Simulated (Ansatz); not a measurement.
# Zn: the cost of one run

Method: DFT PBEsol, scalar-relativistic, plane waves, PAW, in Ansatz 0.2.0.

This is Zn in the fcc structure; at room conditions it is hcp.

That is the level of the relaxation; later steps name their own.

### 1 Starting point

The structure is cubic, space group Fm-3m (No. 225). Conventional cell: a = 3.930 Å, b = 3.930 Å, c = 3.930 Å, α = 90.00°, β = 90.00°, γ = 90.00°. Zn (site symmetry m-3m) is surrounded by 12 Zn at 2.78 Å.

Coordinates:

```xyz
1
Lattice="0.0000 1.9648 1.9648 1.9648 0.0000 1.9648 1.9648 1.9648 0.0000" Properties=species:S:1:pos:R:3 pbc="T T T"
Zn    0.0000    0.0000    0.0000
```

(A quick probe on a coarse mesh, which set the mesh and smearing, is not shown.)

### 3 Full relaxation

The input, input.yaml:

```yaml
crystal:
  lattice:
    - [0.0, 1.964776, 1.964776]
    - [1.964776, 0.0, 1.964776]
    - [1.964776, 1.964776, 0.0]
  atoms:
    - { symbol: Zn, position: [0.0, 0.0, 0.0] }
basis:
  ecutwfc: 420
kpoints:
  mp_grid: { grid: [18, 18, 18] }
hamiltonian:
  xc: pbesol
scf:
  occupations: { method: gaussian, width: 0.1 }
output:
  forces: true
  stress: true
  eigenvalues: true
  write_density: true
  write_potential: true
  elf: true
  volumetric_format: npy
relax:
  adjacent_minimum: "off"
  f_tol: 0.005
  max_steps: 80
  cell: { stress_tol: 0.05 }
```

On the command line:

```sh
$ ansatz run input.yaml --threads 1 --pin off --max-ram 2560MiB --backend cpu --events-out ev --progress --plain --runs-dir out
```

What time and memory should one allow on 1 thread of Arm Neoverse V1, shared host?

About 13 s, with a peak of 0.31 GiB.
